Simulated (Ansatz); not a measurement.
# P3C: the cost of one run

Computed with Ansatz 0.2.0 (DFT PBE, scalar-relativistic, plane waves, PAW, unless a step's input says otherwise).

## (1) Starting point

The structure is cubic, space group Fm-3m (No. 225). Conventional cell: a = 6.735 Å, b = 6.735 Å, c = 6.735 Å, α = 90.00°, β = 90.00°, γ = 90.00°. Around P (site symmetry -43m) lie 4 P at 2.92 Å and 4 C at 2.92 Å. Around P (site symmetry m-3m) lie 8 P at 2.92 Å. C (site symmetry m-3m) is surrounded by 8 P at 2.92 Å.

As a file:

```cif
data_structure
_symmetry_space_group_name_H-M 'P 1'
_symmetry_Int_Tables_number 1
_cell_length_a 4.7623
_cell_length_b 4.7623
_cell_length_c 4.7623
_cell_angle_alpha 60.000
_cell_angle_beta 60.000
_cell_angle_gamma 60.000
_cell_volume 76.37
loop_
_atom_site_label
_atom_site_type_symbol
_atom_site_fract_x
_atom_site_fract_y
_atom_site_fract_z
_atom_site_occupancy
P1 P 0.25000 0.25000 0.25000 1
P2 P 0.75000 0.75000 0.75000 1
P3 P 0.50000 0.50000 0.50000 1
C1 C 0.00000 0.00000 0.00000 1
```

Recipe of the guess: species swapped into a database cell of Ta3Ru (Fm-3m, No. 225), with P on the Ta sites and C on the Ru sites. Its size is a rough estimate.

## (2) The guess as it stands, on a coarse mesh

File input.yaml:

```yaml
crystal:
  lattice:
    - [0.0, 3.36742805, 3.36742805]
    - [3.36742805, 0.0, 3.36742805]
    - [3.36742805, 3.36742805, 0.0]
  atoms:
    - { symbol: P, position: [0.25, 0.25, 0.25] }
    - { symbol: P, position: [0.75, 0.75, 0.75] }
    - { symbol: P, position: [0.5, 0.5, 0.5] }
    - { symbol: C, position: [0.0, 0.0, 0.0] }
basis:
  ecutwfc: 420
kpoints:
  mp_grid: { grid: [4, 4, 4] }
hamiltonian:
  xc: pbe
scf:
  occupations: { method: gaussian, width: 0.1 }
  lower_state_search: "off"
output:
  forces: true
  stress: true
  eigenvalues: true
```

On the command line:

```sh
ansatz run input.yaml --threads 1 --pin off --max-ram 2560MiB --backend cpu --events-out ev --progress --plain --runs-dir out
```

**Question.** How long does this run take on 1 thread of Intel Xeon at 2.70GHz, shared host, and how much memory does it need?

About 1.4 s, with a peak of 0.31 GiB.
